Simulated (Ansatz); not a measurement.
# Na: stress in a strained cell

Aim: deform Na (equal xx and yy strain of +2 %) and compute stress, forces and field gradients with LAPW, PAW and all-electron datasets made for the crystal.

Method: DFT LDA, scalar-relativistic, in Ansatz 0.2.0.

### 1 The system as given

It takes space group P6_3/mmc (No. 194, hexagonal). Conventional cell: a = 3.767 Å, b = 3.767 Å, c = 6.154 Å, α = 90.00°, β = 90.00°, γ = 120.00°. Na (site symmetry -6m2) is surrounded by 12 Na at 3.77 Å.

Coordinates:

```xyz
2
Lattice="3.7670 0.0000 0.0000 -1.8835 3.2623 0.0000 0.0000 0.0000 6.1540" Properties=species:S:1:pos:R:3 pbc="T T T"
Na    0.0000    2.1749    1.5385
Na    1.8835    1.0874    4.6155
```

Atoms are numbered in the order of the input: Na1, Na2.

### 2 The deformed structure

Space group P6_3/mmc before, P6_3/mmc after.

### 3 LAPW, all electrons

Input file input.yaml:

```yaml
crystal:
  lattice:
    - [3.8423410176, 0.0, 0.0]
    - [-1.9211705088, 3.3275649312, 0.0]
    - [0.0, 0.0, 6.154]
  atoms:
    - { symbol: Na, position: [0.3333333333, 0.6666666667, 0.25] }
    - { symbol: Na, position: [0.6666666667, 0.3333333333, 0.75] }
kpoints:
  mp_grid: { grid: [11, 11, 6] }
  band_path:
    path:
      - [0.0, 0.0, 0.0]
      - [0.5, 0.0, 0.0]
      - [0.3333333333, 0.3333333333, 0.0]
      - [0.0, 0.0, 0.0]
      - [0.0, 0.0, 0.5]
      - [0.5, 0.0, 0.5]
      - [0.3333333333, 0.3333333333, 0.5]
      - [0.0, 0.0, 0.5]
      - [0.5, 0.0, 0.5]
    npoints: 5
scf:
  occupations: { method: fermi_dirac, width: 0.05 }
hamiltonian:
  xc: lda
  pseudopotentials: { kind: all_electron, lapw: { basis_error: 0.0005 } }
output:
  forces: true
  stress: true
  eigenvalues: true
```

Command:

```bash
ansatz run input.yaml --threads 1 --pin off --max-ram 3072MiB --backend cpu --events-out ev --progress --plain --runs-dir out
```

### 4 PAW with frozen cores

Input file input.yaml:

```yaml
crystal:
  lattice:
    - [3.8423410176, 0.0, 0.0]
    - [-1.9211705088, 3.3275649312, 0.0]
    - [0.0, 0.0, 6.154]
  atoms:
    - { symbol: Na, position: [0.3333333333, 0.6666666667, 0.25] }
    - { symbol: Na, position: [0.6666666667, 0.3333333333, 0.75] }
kpoints:
  mp_grid: { grid: [11, 11, 6] }
scf:
  occupations: { method: fermi_dirac, width: 0.05 }
hamiltonian:
  xc: lda
  pseudopotentials: { kind: paw }
output:
  forces: true
  stress: true
  eigenvalues: true
  efg: { contact_densities: true }
```

### 5 All-electron PAW on datasets made for the crystal

input.yaml: that of step 4 with these lines changed.

```diff
@@ -14,3 +14,3 @@
   xc: lda
-  pseudopotentials: { kind: paw }
+  pseudopotentials: { kind: all_electron, datasets: crystal }
 output:
```

(Steps that only read results are left out.)

Q: Predict the outcome of this session. Wanted: pressure; largest shear or deviatoric stress.

As calculated:

| quantity | value |
| --- | --- |
| pressure | LAPW -1.09, PAW -1.09, crystal datasets -1.09 GPa |
| largest shear or deviatoric stress (LAPW) | 0.21 GPa |

The largest part of the stress beyond the pressure is 0.21 GPa in size, in the zz component; the atoms are carried along and not relaxed. No run of the undeformed cell stands beside it, so the pressure holds what the given cell had before the change. PAW: stress within 0.01 GPa of LAPW. Crystal datasets: stress within 0.01 GPa of LAPW.
